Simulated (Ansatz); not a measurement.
# C2H5BN: the cost of one run

Method: RKS PBE0/def2-SVP, in Ansatz 0.2.0.

## (1) The system as given

Bond lengths: C1–N2 1.144 Å, N2–B3 1.433 Å, B3–C4 1.536 Å, C1–H5 1.065 Å, B3–H6 1.167 Å, C4–H7 1.085 Å, C4–H8 1.095 Å, C4–H9 1.094 Å. Angles: C1–N2–B3 178.6°, N2–C1–H5 179.8°, N2–B3–C4 117.9°, N2–B3–H6 114.6°, C4–B3–H6 127.5°, B3–C4–H7 113.9°, B3–C4–H8 111.5°, B3–C4–H9 111.5°, H7–C4–H8 108.1°, H7–C4–H9 108.2°, H8–C4–H9 103.0°.

As a file:

```xyz
9

C    -1.6894    0.3633    1.4328
N    -0.6744    0.3327    0.9055
B     0.6101    0.3129    0.2715
C     0.7360   -0.4136   -1.0760
H    -2.6350    0.3888    1.9215
H     1.4508    0.8686    0.8591
H     1.7361   -0.3906   -1.4968
H     0.0442   -0.0034   -1.8187
H     0.4214   -1.4588   -0.9987
```

## (2) Preparing the start

input.yaml

```yaml
crystal:
  periodic: [false, false, false]
  atoms:
    - { symbol: C, position_ang: [-1.68941, 0.3633, 1.4328] }
    - { symbol: "N", position_ang: [-0.67437, 0.33269, 0.9055] }
    - { symbol: B, position_ang: [0.61011, 0.31293, 0.27145] }
    - { symbol: C, position_ang: [0.73604, -0.41357, -1.07602] }
    - { symbol: H, position_ang: [-2.63497, 0.3888, 1.92145] }
    - { symbol: H, position_ang: [1.45082, 0.86858, 0.85906] }
    - { symbol: H, position_ang: [1.73614, -0.39055, -1.49676] }
    - { symbol: H, position_ang: [0.04419, -0.00337, -1.81874] }
    - { symbol: H, position_ang: [0.42145, -1.45882, -0.99873] }
total_charge: 1
basis:
  gaussian: { orbitals: def2-SVP }
hamiltonian:
  xc: pbe0
relax:
  f_tol: 0.02
  max_steps: 40
scf:
  lower_state_search: "off"
```

Run with:

```bash
> ansatz run input.yaml --threads 1 --pin off --max-ram 2048MiB --backend cpu --events-out ev --progress --plain --runs-dir out
```

Q: Estimate wall time and peak memory on 1 thread of Arm Neoverse V2, shared host.

About 72 s, with a peak of 0.13 GiB.
